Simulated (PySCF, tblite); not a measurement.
# C₆H₅ClFO radical: geometry, infrared bands and EPR parameters

What infrared bands and EPR parameters should C₆H₅ClFO radical (`C=C(/C=C/Cl)O/[C]=C\F`) show?

The runs use tblite 0.8.0 and PySCF 2.14.0, with density-fitted response routines of our own; the level of theory stands in each step. All values are computed, except where a source is named. Atoms count from 0, in the outputs and in this text.

### 1 Starting geometry

14 atoms, charge 0, multiplicity 2; geometry from: force field or distance geometry start.

Bonds of the start (Å): C0–C1 1.35, C1–C2 1.44, C2–C3 1.35, C3–Cl4 1.71, C1–O5 1.38, O5–C6 1.34, C6–C7 1.30, C7–F8 1.34, C0–H9 1.10, C0–H10 1.07, C2–H11 1.10, C3–H12 1.07, C7–H13 1.08.

### 2 Geometry optimisation with GFN2-xTB

What the job is given:

```
{"job": {"kind": "relax", "xc": "GFN2-xTB", "basis": "xTB"}, "charge": 0, "multiplicity": 2}
C     -0.104900     0.575100     1.484600
C     -0.428100     0.127600     0.247800
C     -1.774600     0.248000    -0.238700
C     -2.206800    -0.158000    -1.449100
Cl    -3.829500     0.018600    -1.956800
O      0.436700    -0.506500    -0.627600
C      1.732000    -0.494500    -0.301600
C      2.999400    -0.500100    -0.006200
F      3.458800    -0.122000     1.193900
H     -0.858800     1.052700     2.124600
H      0.877900     0.489000     1.907200
H     -2.505600     0.724100     0.425000
H     -1.594300    -0.648800    -2.176400
H      3.797200    -0.805500    -0.673800
```

Run with:

```console
$ OMP_NUM_THREADS=1 python probes_run.py task.json out
```

This one command runs all jobs of the session in turn.

**Question.** This job is followed by: GFN2-xTB harmonic vibrations, gas phase; UKS B3LYP, pcH-1 on C Cl F H O, non-relativistic, mean-field spin-orbit, GIAO. What will the session give for the following? strongest single infrared mode (GFN2-xTB); zero-point energy (GFN2-xTB); g(iso) (B3LYP); ⟨S²⟩; largest a(iso); potential on the surface of density 0.002 e/bohr³, 1st and 99th percentile.

**Answer**, as computed:

```
                                                                  quantity                 value
                                 strongest single infrared mode (GFN2-xTB)  900 cm⁻¹, 147 km/mol
                                              zero-point energy (GFN2-xTB)         56.0 kcal/mol
                                                            g(iso) (B3LYP)               2.00203
                                                                      ⟨S²⟩    0.759 (exact 0.75)
                                                            largest a(iso)  13C on C6, 400.4 MHz
potential on the surface of density 0.002 e/bohr³, 1st and 99th percentile    -0.83 V and 1.33 V
```

Relaxing lowered the energy by 0.457 eV in 101 steps; the close pair that moved most is C7–F8, from 1.339 to 1.381 Å. No mode is imaginary among the 36: a minimum at this level. The strongest single mode, at 900 cm⁻¹, is spread over many atoms; the largest shares are those of C7, F8. Unscaled tight-binding wavenumbers are off by several per cent, some by more. Its intensities can rank the bands wrongly. Most of the unpaired spin sits on C6 (0.85 e). The isotropic g lies 0.3 ppt below the free-electron value. These values are for one conformer; the search (at its own cheap level) found 2 more, at 0.01, 2.11 kcal/mol (those within 0.05 may be mirror or relabelled copies), and measured spectra average over such forms.
